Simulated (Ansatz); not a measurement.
**C2H6SZn: one species, many methods**

The task here is to estimate one member of a computed series from the others.

The runs use Ansatz 0.2.0, Gaussian basis; functionals in def2-TZVPP, the program's frozen cores in correlated methods.

The runs, in order: PBE-D4, r2SCAN-D4, PBE0-D4, B3LYP-D4, ωB97X-V, ωB97M-V, B2PLYP; CCSD(T)/def2-TZVPP; MP2/def2-QZVPP; extrapolation to the limit.

### The relaxed structure

The geometry comes from an earlier relaxation with PBE0-D4 in a triple-zeta def2 set; it is a stationary point, not always the lowest conformer.

SMILES `[CH3][Zn][CH2]S`, 10 atoms, charge 0, spin multiplicity 1.

Atoms are counted from 1 here; the program's logs count them from 0.

Bond lengths: C1–Zn2 1.938 Å, C1–H5 1.093 Å, C1–H6 1.093 Å, C1–H7 1.093 Å, Zn2–C3 1.951 Å, C3–S4 1.821 Å, C3–H8 1.091 Å, C3–H9 1.093 Å, S4–H10 1.343 Å. Angles: Zn2–C1–H5 111.0°, Zn2–C1–H6 110.9°, Zn2–C1–H7 110.8°, H5–C1–H6 107.9°, H5–C1–H7 108.0°, H6–C1–H7 108.0°, C1–Zn2–C3 176.9°, Zn2–C3–S4 109.1°, Zn2–C3–H8 116.2°, Zn2–C3–H9 109.0°, S4–C3–H8 110.3°, S4–C3–H9 104.3°, H8–C3–H9 107.2°, C3–S4–H10 99.1°.

Set-up of the first run:

The input, in.yaml:

```yaml
crystal:
  periodic: [false, false, false]
  atoms:
    - {symbol: C, position_ang: [-1.230629, 1.699729, -0.482722]}
    - {symbol: Zn, position_ang: [-0.320134, 0.134046, 0.205660]}
    - {symbol: C, position_ang: [0.679351, -1.417677, 0.838105]}
    - {symbol: S, position_ang: [2.262133, -1.512785, -0.057023]}
    - {symbol: H, position_ang: [-1.829975, 1.450221, -1.361894]}
    - {symbol: H, position_ang: [-1.898701, 2.124398, 0.270603]}
    - {symbol: H, position_ang: [-0.512855, 2.471479, -0.771430]}
    - {symbol: H, position_ang: [0.160679, -2.376143, 0.793041]}
    - {symbol: H, position_ang: [0.967029, -1.255072, 1.880337]}
    - {symbol: H, position_ang: [1.806102, -1.369296, -1.311876]}
basis:
  gaussian: {orbitals: def2-TZVPP}
hamiltonian: {xc: pbe, dispersion: d4}
output: {forces: true, orbitals: {seedname: orbitals}}
```

On the command line:

```console
> ansatz run in.yaml --threads 4 --pin off --events-out ev --progress --plain --max-ram 10444MiB
```

Steps of the session up to this table: PBE-D4 (GGA); r2SCAN-D4 (meta-GGA); PBE0-D4 (hybrid); B3LYP-D4 (hybrid); ωB97X-V (range-separated); ωB97M-V (range-separated); B2PLYP (double hybrid); CCSD(T) in def2-TZVPP; MP2 in def2-QZVPP.

One of the session's tables, all rows but one given; the rest of the session is left out.

| method | atomisation energy (eV) |
| --- | --- |
| PBE-D4 | 33.665 |
| r2SCAN-D4 | 33.390 |
| PBE0-D4 | 33.279 |
| B3LYP-D4 | 32.932 |
| ωB97X-V | 33.317 |
| ωB97M-V | 33.281 |
| B2PLYP | ? |
| HF/def2-TZVPP | 24.103 |
| MP2/def2-TZVPP | 32.737 |
| CCSD/def2-TZVPP | 31.841 |
| CCSD(T)/def2-TZVPP | 32.321 |
| MP2/CBS | 33.547 |
| CCSD(T)/CBS | 33.131 |

Q: Estimate the row for B2PLYP from the others.

**Answer.** atomisation energy (eV): 32.672. In the column «atomisation energy (eV)» it lies between CCSD(T)/def2-TZVPP (32.321) and MP2/def2-TZVPP (32.737).
